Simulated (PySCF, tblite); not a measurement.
# C₅H₁₄N₂Si: geometry, infrared bands and NMR shifts

What infrared bands and NMR shifts should C₅H₁₄N₂Si (`[H]/N=C/[C@@](C)(NC)[SiH2]C`) show?

Computed with tblite 0.8.0 and PySCF 2.14.0, with density-fitted response routines of our own, on a single molecule in the gas phase. Atoms count from 0, in the outputs and in this text.

### 1 The starting structure

22 atoms, charge 0, multiplicity 1; geometry from: force field or distance geometry start.

Bonds of the start (Å): C0–N1 1.45, N1–C2 1.50, C2–C3 1.53, C2–C4 1.54, C4–N5 1.31, C2–Si6 1.96, Si6–C7 1.86, C0–H8 1.10, C0–H9 1.09, C0–H10 1.10, N1–H11 1.02, C3–H12 1.11, C3–H13 1.11, C3–H14 1.10, C4–H15 1.11, N5–H16 1.03, Si6–H17 1.49, Si6–H18 1.48, C7–H19 1.09, C7–H20 1.10, C7–H21 1.10.

### 2 Geometry optimisation with GFN2-xTB

The job: settings as JSON, then the geometry in Å.

```
{"job": {"kind": "relax", "xc": "GFN2-xTB", "basis": "xTB"}, "charge": 0, "multiplicity": 1}
C     -1.909500    -1.023700    -1.050600
N     -0.582200    -0.443200    -1.106500
C     -0.164000     0.287400     0.136300
C     -0.591700    -0.379900     1.443100
C     -0.770700     1.707400     0.100200
N     -1.291000     2.216300    -0.985100
Si     1.788900     0.474000     0.039600
C      2.611400    -1.188600     0.075200
H     -1.966900    -1.857900    -0.342200
H     -2.172100    -1.426500    -2.031500
H     -2.683100    -0.279900    -0.796100
H     -0.587700     0.251300    -1.848900
H     -0.180700     0.139400     2.330900
H     -0.241600    -1.427500     1.498400
H     -1.682700    -0.374300     1.583200
H     -0.721500     2.309600     1.032200
H     -1.609600     3.176300    -0.790400
H      2.221100     1.259200     1.225800
H      2.180800     1.226000    -1.173000
H      3.699400    -1.091700     0.043900
H      2.344900    -1.738400     0.984500
H      2.297900    -1.796000    -0.786100
```

Run with:

```
> OMP_NUM_THREADS=1 python probes_run.py task.json out
```

One launch serves the whole session: the jobs run in the order shown.

**Question.** This job is followed by: GFN2-xTB harmonic vibrations, gas phase; GIAO PBE0/pcSseg-1 NMR shielding, non-relativistic, gas phase. Predict these results of the whole session: strongest single infrared mode (GFN2-xTB); zero-point energy (GFN2-xTB); ¹³C shifts against TMS (PBE0/pcSseg-1); ¹H shifts against TMS (PBE0/pcSseg-1, means over atoms taken as alike); ¹⁵N shifts against NH3 (PBE0/pcSseg-1); ²⁹Si shifts against TMS (PBE0/pcSseg-1); surface potential, 1st and 99th percentile.

As calculated:

| quantity | value |
| --- | --- |
| strongest single infrared mode (GFN2-xTB) | 2182 cm⁻¹, 357 km/mol |
| zero-point energy (GFN2-xTB) | 114.4 kcal/mol |
| ¹³C shifts against TMS (PBE0/pcSseg-1) | 180.8, 56.7, 32.2, 16.3, -9.1 ppm |
| ¹H shifts against TMS (PBE0/pcSseg-1, means over atoms taken as alike) | 10.43, 8.38, 4.17, 3.55, 2.65, 2.40, 1.33, 0.32 ppm |
| ¹⁵N shifts against NH3 (PBE0/pcSseg-1) | 333.3, 38.3 ppm |
| ²⁹Si shifts against TMS (PBE0/pcSseg-1) | -28.9 ppm |
| surface potential, 1st and 99th percentile | -1.46 V and 1.20 V |

**Reading.** Relaxing lowered the energy by 0.305 eV in 81 steps; the close pair that moved most is C2–C4, from 1.545 to 1.480 Å. No mode is imaginary among the 60: a minimum at this level. The strongest single mode, at 2182 cm⁻¹, moves mainly H17. GFN2-xTB is a fitted tight-binding method: band positions and strengths are rough. Its intensities can rank the bands wrongly. At PBE0/pcSseg-1: The widest tensor belongs to N5: span 628 ppm, with a paramagnetic part of -386 ppm.
